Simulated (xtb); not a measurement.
# C3H9Cl3SiSn (SnCl3(SiMe3)): GFN2-xTB

Wanted: a geometry optimisation of C3H9Cl3SiSn (SnCl3(SiMe3)). 

The calculation is run with xtb 6.7.1.

## (1) Starting point

The species is C3H9Cl3SiSn (17 atoms), meant as a singlet with charge 0. As SMILES, `C[Si](C)(C)[Sn]([Cl])([Cl])[Cl]`. All atoms were displaced at random from a relaxed shape. The run starts from this shape.

Bond lengths: Sn1–Cl2 2.443 Å, Sn1–Cl3 2.519 Å, Sn1–Cl4 2.461 Å, Sn1–Si5 2.672 Å, Si5–C6 1.849 Å, Si5–C7 1.987 Å, Si5–C8 2.047 Å, C6–H9 1.174 Å, C6–H10 1.060 Å, C6–H11 1.153 Å, C7–H12 1.171 Å, C7–H13 1.112 Å, C7–H14 1.113 Å, C8–H15 1.089 Å, C8–H16 0.975 Å, C8–H17 0.934 Å. Some angles: Cl2–Sn1–Cl3 102.5°, Cl2–Sn1–Cl4 108.3°, Cl2–Sn1–Si5 114.9°, Cl3–Sn1–Cl4 101.0°, Cl3–Sn1–Si5 111.4°, Cl4–Sn1–Si5 116.9°, Sn1–Si5–C6 106.6°, Sn1–Si5–C7 98.9°, Sn1–Si5–C8 102.8°, C6–Si5–C7 114.1°.

## (2) A geometry optimisation at GFN2-xTB

input.inp reads:

```
$opt
   hessian=swart
$end
```

mol.xyz reads:

```xyz
17
SnCl3(SiMe3)
Sn     0.96915000     1.81022000     0.75335000
Cl     1.13061000     1.99182000     3.18403000
Cl     3.37366000     2.00822000     0.02933000
Cl     0.04112000     3.91579000    -0.11851000
Si    -0.13499000    -0.45598000    -0.13390000
C      0.78785000    -1.84168000     0.67041000
C     -1.97683000    -0.19392000     0.56356000
C     -0.09503000    -0.21595000    -2.16599000
H      0.38272000    -2.84769000     0.22083000
H      0.86653000    -1.69422000     1.71740000
H      1.83097000    -1.74726000     0.18917000
H     -1.86882000    -0.19240000     1.72928000
H     -2.43714000     0.77663000     0.27578000
H     -2.59761000    -1.09096000     0.34165000
H     -0.63391000     0.70516000    -2.38298000
H      0.85532000    -0.13374000    -2.36559000
H     -0.55044000    -0.94297000    -2.53581000
```

Command:

```console
$ xtb mol.xyz --gfn2 -o normal --uhf 0 -I input.inp | tee xtb.out
```

Q: Predict the results. Wanted: total energy at the end; dipole moment; HOMO energy; LUMO energy; HOMO–LUMO gap; dispersion energy; mean polarisability.

Answer, from the run:

Level: GFN2-xTB.

| quantity | value |
| --- | --- |
| total energy at the end | -28.64577 Eh |
| dipole moment | 11.27 D |
| HOMO energy | -10.66 eV |
| LUMO energy | -8.08 eV |
| HOMO–LUMO gap | 2.58 eV |
| dispersion energy | -42.29 kJ/mol |
| mean polarisability (D4 model) | 143.7 bohr³ |

What this shows: At the final geometry: Bond lengths: Sn1–Cl2 2.387 Å, Sn1–Cl3 2.387 Å, Sn1–Cl4 2.387 Å, Sn1–Si5 2.707 Å, Si5–C6 1.899 Å, Si5–C7 1.898 Å, Si5–C8 1.898 Å, C6–H9 1.087 Å, C6–H10 1.088 Å, C6–H11 1.088 Å, C7–H12 1.088 Å, C7–H13 1.087 Å, C7–H14 1.086 Å, C8–H15 1.088 Å, C8–H16 1.088 Å, C8–H17 1.087 Å. Some angles: Cl2–Sn1–Cl3 103.7°, Cl2–Sn1–Cl4 103.4°, Cl2–Sn1–Si5 114.7°, Cl3–Sn1–Cl4 103.7°, Cl3–Sn1–Si5 114.9°, Cl4–Sn1–Si5 115.0°, Sn1–Si5–C6 102.4°, Sn1–Si5–C7 101.5°, Sn1–Si5–C8 102.1°, C6–Si5–C7 115.3°. The optimisation took 19 steps and changed the energy by -1.627 eV. Mulliken charges run from -0.31 on Cl2 to +0.52 on Si5.
